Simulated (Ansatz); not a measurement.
Write a Python script for the Ansatz DFT code, driven from Python that makes a rigid scan of one bond angle of FGeH3S, SMILES [F][GeH2][SH]. Use (for the species named): r2scan0, def2-SVP basis, multiplicity 1.

```xyz
6

F    -2.0199    0.5282    0.0546
Ge   -0.4337    0.0415   -0.3035
S     0.7479    0.1225    1.5438
H    -0.3838   -1.3985   -0.8440
H     0.2032    0.9701   -1.3852
H     1.9284   -0.3279    0.8880
```

`run_bend.py`:
```python
import ansatz as az
from ase import Atoms

params = {
    "basis_set": "def2-SVP",
    "xc": "r2scan0",
    "force_tol": 0.02,
}


def main() -> None:
    atoms = Atoms(["F", "Ge", "S", "H", "H", "H"], positions=[
        (-2.0199, 0.5282, 0.0546),
        (-0.4337, 0.0415, -0.3035),
        (0.7479, 0.1225, 1.5438),
        (-0.3838, -1.3985, -0.844),
        (0.2032, 0.9701, -1.3852),
        (1.9284, -0.3279, 0.888),
    ])

    first = (
        az.Crystal.molecule_from_ase(atoms).calculation()
        .basis(gaussian=params["basis_set"])
        .functional(params["xc"])
        .relax(force_tolerance=params["force_tol"], max_steps=80)
    )
    atoms.positions = first.run(threads=1, backend="cpu").report["positions_ang"]

    rows = []
    for angle in [85, 95, 105, 115, 125, 140, 160]:
        bent = atoms.copy()
        bent.set_angle(1, 2, 5, angle, indices=[5])
        base = (
            az.Crystal.molecule_from_ase(bent).calculation()
            .basis(gaussian=params["basis_set"])
            .functional(params["xc"])
        )
        rows.append((angle, base.run(threads=1, backend="cpu").report["free_energy_ev"]))
    floor = min(e for _, e in rows)
    for angle, e in rows:
        print(f"angle Ge1-S2-H5 = {angle:3d} deg   {1000 * (e - floor):9.1f} meV")


if __name__ == "__main__":
    main()
```

```console
$ python run_bend.py
angle Ge1-S2-H5 =  85 deg        49.7 meV
angle Ge1-S2-H5 =  95 deg         0.0 meV
angle Ge1-S2-H5 = 105 deg        60.3 meV
angle Ge1-S2-H5 = 115 deg       219.3 meV
angle Ge1-S2-H5 = 125 deg       462.8 meV
angle Ge1-S2-H5 = 140 deg       941.5 meV
angle Ge1-S2-H5 = 160 deg      1615.5 meV
```

The scan is rigid, and the energies are electronic, in a modest basis. The zero is the lowest point of the grid, which needn't be the minimum. Run time: 2.5 min on 1 thread of Arm Neoverse V1, with other jobs on the host, peak memory 0.25 GiB.
